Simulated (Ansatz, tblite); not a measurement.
# The cluster Hg6Te3Br6: a ladder of methods and basis sets

Aim: run the singlet of the cluster Hg6Te3Br6 at one geometry on many levels, and compare frontier levels, spin and run time.

The runs use Ansatz 0.2.0, Gaussian basis; as each input shows.

The runs, in order: GFN1-xTB, GFN2-xTB, PBE-D4/def2-SVP, r2SCAN-D4/def2-SVP, BHLYP-D4/def2-SVP, PBE0-D4/def2-TZVP, PBE-D4/def2-TZVP, MP2/def2-SVP, RPA/def2-SVP.

2 further runs of the same task are left out: 2 set aside as unsound or not needed.

## Step 1: The structure

The geometry is that of the singlet, from an earlier relaxation (PBE-D4/def2-SVP). At that level it is the lowest of the isomers that a small search found.

15 atoms, charge 0, spin multiplicity 1.

Bond lengths: Hg1–Te8 2.753 Å, Hg1–Br14 2.477 Å, Hg2–Te8 2.786 Å, Hg2–Te9 2.836 Å, Hg2–Br11 2.933 Å, Hg2–Br15 2.827 Å, Hg3–Te9 2.720 Å, Hg3–Br13 2.463 Å, Hg4–Te7 2.686 Å, Hg4–Te9 2.795 Å, Hg5–Te8 2.761 Å, Hg5–Br12 2.480 Å, Hg6–Te7 2.692 Å, Hg6–Br10 2.562 Å. Angles: Te8–Hg1–Br14 161.2°, Te8–Hg2–Te9 159.4°, Te8–Hg2–Br11 97.5°, Te8–Hg2–Br15 98.7°, Te9–Hg2–Br11 90.7°, Te9–Hg2–Br15 98.6°, Br11–Hg2–Br15 99.8°, Te9–Hg3–Br13 169.8°, Te7–Hg4–Te9 172.8°, Te8–Hg5–Br12 160.4°, Te7–Hg6–Br10 169.8°, Hg4–Te7–Hg6 81.5°, Hg1–Te8–Hg2 88.8°, Hg1–Te8–Hg5 93.1°, Hg2–Te8–Hg5 87.5°, Hg2–Te9–Hg3 86.7°, Hg2–Te9–Hg4 78.1°, Hg3–Te9–Hg4 88.0°.

Hg, Te take a core potential in the def2 sets. No spin-orbit coupling is included.

PBE0-D4/def2-SVP was run before; its log isn't repeated, and its numbers join the tables.

## Step 2: GFN1-xTB

Tight binding, by tblite at 300 K electronic temperature and without a spin-polarisation term:

```python
tblite.interface.Calculator('GFN1-xTB', numbers, positions, charge=0, uhf=0).singlepoint()
```

Energy -1098.9494 eV, HOMO -11.15 eV, LUMO -7.68 eV; 0.047 s.

## Step 3: GFN2-xTB

Tight binding, by tblite at 300 K electronic temperature and without a spin-polarisation term:

```python
tblite.interface.Calculator('GFN2-xTB', numbers, positions, charge=0, uhf=0).singlepoint()
```

Energy -1063.7749 eV, HOMO -12.04 eV, LUMO -9.57 eV; 0.1 s.

## Step 4: PBE-D4/def2-SVP

start.molden holds the orbitals of an earlier run on this state, given as this run's starting guess.

Input file in.yaml:

```yaml
crystal:
  periodic: [false, false, false]
  atoms:
    - {symbol: Hg, position_ang: [2.534961, 1.268876, 0.851386]}
    - {symbol: Hg, position_ang: [-0.036960, 0.224782, -1.855310]}
    - {symbol: Hg, position_ang: [1.113447, -3.403800, -2.096112]}
    - {symbol: Hg, position_ang: [-2.235964, -2.269956, -0.623523]}
    - {symbol: Hg, position_ang: [-0.627834, 3.553531, -0.041667]}
    - {symbol: Hg, position_ang: [-1.512922, -0.130699, 2.064399]}
    - {symbol: Te, position_ang: [-3.109301, -2.293250, 1.916078]}
    - {symbol: Te, position_ang: [1.525385, 2.486582, -1.401764]}
    - {symbol: Te, position_ang: [-1.033111, -2.099433, -3.140170]}
    - {symbol: Br, position_ang: [-0.068033, 1.900977, 2.656265]}
    - {symbol: Br, position_ang: [0.989970, -1.399266, 0.361054]}
    - {symbol: Br, position_ang: [-2.223567, 5.220876, 0.867051]}
    - {symbol: Br, position_ang: [3.050255, -4.814271, -1.523766]}
    - {symbol: Br, position_ang: [4.086330, 0.618230, 2.669491]}
    - {symbol: Br, position_ang: [-2.452656, 1.136829, -0.703403]}
basis:
  gaussian: {orbitals: def2-SVP, fitting: {mean_field: def2-universal-jkfit}, initial_orbitals: start.molden}
hamiltonian: {xc: pbe, dispersion: d4}
scf: {omitted_lower_state_checks: [starts]}
output: {forces: true, orbitals: {seedname: orbitals}}
```

On the command line:

```console
ansatz run in.yaml --threads 2 --pin off --events-out ev --progress --plain --max-ram 32768MiB --backend cuda --devices 0, --max-vram 18GiB
```

Further steps of the session: r2SCAN-D4/def2-SVP; BHLYP-D4/def2-SVP; PBE0-D4/def2-TZVP; PBE-D4/def2-TZVP; MP2/def2-SVP; RPA/def2-SVP.

**Question.** What will the summary of the whole plan be? Wanted: gap in def2-SVP, named functionals, smallest and largest; correlation energy, MP2/def2-SVP; binding an atom, functionals in def2-SVP; PBE0 total energy, smallest basis above largest.

As calculated:

| quantity | value |
| --- | --- |
| gap in def2-SVP, named functionals, smallest and largest | 1.75 eV (PBE-D4), 5.00 eV (BHLYP-D4) |
| correlation energy, MP2/def2-SVP | -108.99 eV |
| binding an atom, functionals in def2-SVP | 1.32 (BHLYP-D4) to 1.45 eV (PBE-D4) |
| PBE0 total energy, smallest basis above largest | 53.64 eV (def2-SVP, def2-TZVP) |

What this shows: Over the named functionals in def2-SVP the gap runs from 1.75 eV (PBE-D4) to 5.00 eV (BHLYP-D4); exact exchange widens it.
